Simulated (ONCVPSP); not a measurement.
**Phosphorus: generating and testing an ONCV potential**

Aim: build the potential from the settings below, then test how well it stands in for the atom: other configurations, scattering, ghost states and the plane-wave cutoff that it needs.

Method: ONCVPSP 4.0.1.1 (patched build), PBEsol, scalar-relativistic.

**1. The atom and the settings**

The settings as typed:

```json
{"element": "phosphorus (P, Z = 15)", "type": "optimised norm-conserving Vanderbilt (ONCV)", "frozen core": "[Ne]", "valence charge": "5", "reference configuration": "3s2 3p3", "partial waves": "3s: rc 1.40 bohr, ncon 3, nbas 7, qcut 4.8 1/bohr, 3 projectors, debl 0.4 Ha; 3p: rc 1.30 bohr, ncon 4, nbas 7, qcut 6.7 1/bohr, 2 projectors, debl 0.4 Ha; d scattering state at 0.35 Ha: rc 1.30 bohr, ncon 3, nbas 7, qcut 8.6 1/bohr, 2 projectors, debl 0.5 Ha", "local potential": "polynomial inside 0.90 bohr (lpopt 5, dvloc0 2 Ha)", "core correction": "Teter function fitted to the true core (icmod 2), fcfact 0.4"}
```

The nodes and maxima of the atom's own shells, from an earlier all-electron run, set the scale for the radii.

All-electron outer shells of the reference configuration (PBEsol, scalar-relativistic, ld1.x):

| shell | level (eV) | outermost node (bohr) | outermost maximum (bohr) |
| --- | --- | --- | --- |
| 2s | -173.57 | 0.14 | 0.42 |
| 2p | -124.33 | – | 0.36 |
| 3s | -13.92 | 0.66 | 1.58 |
| 3p | -5.48 | 0.64 | 1.83 |

**2. The generation run**

P.dat

```
# ATOM AND REFERENCE CONFIGURATION
# atsym  z   nc   nv     iexc    psfile
  P 15.00    3    2  -116133      upf
#
#   n    l    f
    1    0    2.00
    2    0    2.00
    2    1    6.00
    3    0    2.00
    3    1    3.00
#
# PSEUDOPOTENTIAL AND OPTIMIZATION
# lmax
    2
#
#   l,   rc,      ep,       ncon, nbas, qcut
    0    1.40    0.00    3    7    4.80
    1    1.30    0.00    4    7    6.70
    2    1.30    0.35    3    7    8.60
#
# LOCAL POTENTIAL
# lloc, lpopt,  rc(5),   dvloc0
    4    5    0.90    2.00
#
# VANDERBILT-KLEINMAN-BYLANDER PROJECTORs
# l, nproj, debl
    0    3    0.40
    1    2    0.40
    2    2    0.50
#
# MODEL CORE CHARGE
# icmod, fcfact, rcfact
    2    0.40    0.90
#
# LOG DERIVATIVE ANALYSIS
# epsh1, epsh2, depsh
   -2.00    5.00    0.02
#
# OUTPUT GRID
# rlmax, drl
    6.00    0.01
#
# TEST CONFIGURATIONS
# ncnf
    4
# nvcnf
#   n    l    f
    2
    3    0    2.00
    3    1    2.00
#
    2
    3    0    2.00
    3    1    1.00
#
    2
    3    0    2.00
    3    1    0.00
#
    2
    3    0    1.00
    3    1    3.00
#
```

Launch:

```
oncvpsp.x < P.dat > P.out
```

Q: Predict the outcome of this session. Wanted: cutoffs for 1 and 0.1 mHa per electron, occupied waves; bound ghosts; GHOST(+) flags; largest test error; largest phase difference near zero energy, channels read; rms error of d²Exc/dn², without and with the model core; projector energies reset by the program.

**Answer**, as computed:

```
                                                quantity                            value
  cutoffs for 1 and 0.1 mHa per electron, occupied waves                  22 Ha and 78 Ha
                                            bound ghosts  s at -134.44 eV, p at -91.64 eV
                                          GHOST(+) flags         s at 315 eV, s at 904 eV
                            largest test error (AE − PS)             +41 meV, for 3s2 3p0
largest phase difference near zero energy, channels read                        0.000 rad
 rms error of d²Exc/dn², without and with the model core                1.86 and 0.44 mHa
                 projector energies reset by the program       s: -0.511, 0.250, 0.650 Ha
```

**Reading.** A bound ghost (s, p) makes it unfit for use: electrons can fall into a state that the atom doesn't have. By total energies transferability is fair: the largest error is 41 meV on 58.5 eV, for 3s2 3p0. That test lies far up in energy; among those under 40 eV, nearer to bonding, the largest error is 7.8 meV. By its cutoff, 22 Ha for the looser tolerance, it is of middling hardness. The tighter tolerance needs 78 Ha, and converged work needs a cutoff nearer that. At the looser tolerance the 3p wave is the slowest; 3s needs 10 Ha. Near zero energy the phases of the channels with partial waves agree within 0.001 rad. The program also flags highly localised states, GHOST(+) (s).
